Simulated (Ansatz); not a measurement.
# BP: the cost of one run

Method: DFT LDA, all-electron LAPW, scalar-relativistic unless said, in Ansatz 0.2.0.

### 1 The structure to begin with

Symmetry: F-43m, No. 216, cubic system. Conventional cell: a = 4.491 Å, b = 4.491 Å, c = 4.491 Å, α = 90.00°, β = 90.00°, γ = 90.00°. Around B (site symmetry -43m) lie 4 P at 1.94 Å. P (site symmetry -43m) has 4 B at 1.94 Å as nearest neighbours.

Structure file:

```
CELL_PARAMETERS angstrom
0.00000 2.24538 2.24538
2.24538 0.00000 2.24538
2.24538 2.24538 0.00000
ATOMIC_POSITIONS crystal
B 0.00000 0.00000 0.00000
P 0.75000 0.75000 0.75000
```

Cartesian axes are those of the input's lattice vectors. The structure goes back to a database entry.

### 2 Reference run, fine mesh, LAPW

The input, input.yaml:

```yaml
crystal:
  lattice:
    - [0.0, 2.24538313239, 2.24538313239]
    - [2.24538313239, 0.0, 2.24538313239]
    - [2.24538313239, 2.24538313239, 0.0]
  atoms:
    - { symbol: B, position: [0.0, 0.0, 0.0] }
    - { symbol: P, position: [0.75, 0.75, 0.75] }
kpoints:
  mp_grid: { grid: [8, 8, 8] }
scf:
  occupations: { method: fixed }
hamiltonian:
  xc: lda
  pseudopotentials: { kind: all_electron, lapw: { basis_error: 0.001 } }
output:
  forces: true
  stress: true
  eigenvalues: true
  eigenstates:
    nscf_kmesh: { grid: [16, 16, 16] }
    de_dk: true
    e_range: [-9, 11.14502326823]
  optics:
    e_range: [0, 25]
    de: 0.2
    sigma: 0.25
    bands: { spectra_wanted_up_to: 25 }
    nscf_kmesh: { grid: [16, 16, 16] }
checkpoint:
  write: ck
  write_wavefunctions: false
```

The run is started by

```
> ansatz run input.yaml --threads 1 --pin off --max-ram 3072MiB --backend cpu --events-out ev --progress --plain --runs-dir out
```

What time and memory should one allow on 1 thread of Arm Neoverse V1, shared host?

About 29 s, with a peak of 0.26 GiB.
